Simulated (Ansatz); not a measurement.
## Y2Ge3 in Ansatz: convergence with k mesh

Y2Ge3:

```
CELL_PARAMETERS angstrom
4.39243 0.00000 0.00000
-2.19621 3.80395 0.00000
0.00000 0.00000 7.10729
ATOMIC_POSITIONS crystal
Y 0.00168 0.00536 0.26360
Y 0.00576 0.00619 0.72465
Ge 0.66867 0.35501 0.99891
Ge 0.65729 0.33252 0.50663
Ge 0.31653 0.66102 0.99797
```

The cell comes from a database or a generator and needn't be the stable form of this composition.

The cell isn't the ideal one: atoms moved at random, drawn with an rms of 0.05 Å.

| Quantity | Value |
| --- | --- |
| Program | Ansatz 0.2.0 |
| Task | convergence study |
| Functional | PBE |
| Potentials or basis | JTH PAW |
| Cutoff | 1080 eV (not typed: the program's choice for these potentials) |
| k mesh | 2 × 2 × 1 |
| Occupations | methfessel-paxton, width 0.1 eV |
| Spin | no spin polarisation |

These are the settings of the first run; the series varies k mesh, with any setting tied to it.

Hardware: 2 threads of Arm Neoverse V1, with other jobs on the host.

Problem. The values tried are 2 × 2 × 1, 3 × 3 × 2, 4 × 4 × 2, 5 × 5 × 3, 6 × 6 × 4, 8 × 8 × 5, 10 × 10 × 5, 12 × 12 × 6, loosest first. From which on does the gap on the mesh stay within 0.01 eV of the tightest run that finished?

Solution. From 3 × 3 × 2 on.

| k mesh | energy less the tightest run, at zero smearing (meV/atom) | pressure (GPa) | largest force (eV/Å) | gap on the mesh (eV) | SCF cycles | CPU time (s) | peak memory (GiB) |
| --- | --- | --- | --- | --- | --- | --- | --- |
| 2 × 2 × 1 | -256.06 | -1.27 | 0.547 | 0.614 | 11 | 5.9 | 0.58 |
| 3 × 3 × 2 | -105.16 | -0.01 | 0.464 | 0.000 | 11 | 21 | 0.59 |
| 4 × 4 × 2 | -44.90 | -0.12 | 0.735 | 0.000 | 11 | 34 | 0.68 |
| 5 × 5 × 3 | 15.49 | -0.08 | 0.495 | 0.000 | 11 | 80 | 0.88 |
| 6 × 6 × 4 | 10.67 | 0.47 | 0.450 | 0.000 | 11 | 150 | 1.2 |
| 8 × 8 × 5 | -1.76 | 0.56 | 0.561 | 0.000 | 11 | 310 | 2.1 |
| 10 × 10 × 5 | 1.79 | 0.50 | 0.553 | 0.000 | 11 | 490 | 2.9 |
| 12 × 12 × 6 | 0.00 | 0.47 | 0.519 | 0.000 | 11 | 890 | 4.7 |

Against the tightest run, the pressure stays within 0.1 GPa from 6 × 6 × 4 on. Not settled before the last step: the energy (to 1 meV/atom), the largest force (to 0.005 eV/Å). Meshes of other sizes hit other points, so gaps and Fermi surfaces needn't settle smoothly. The tightest run that finished is the yardstick and may itself not be fully converged.
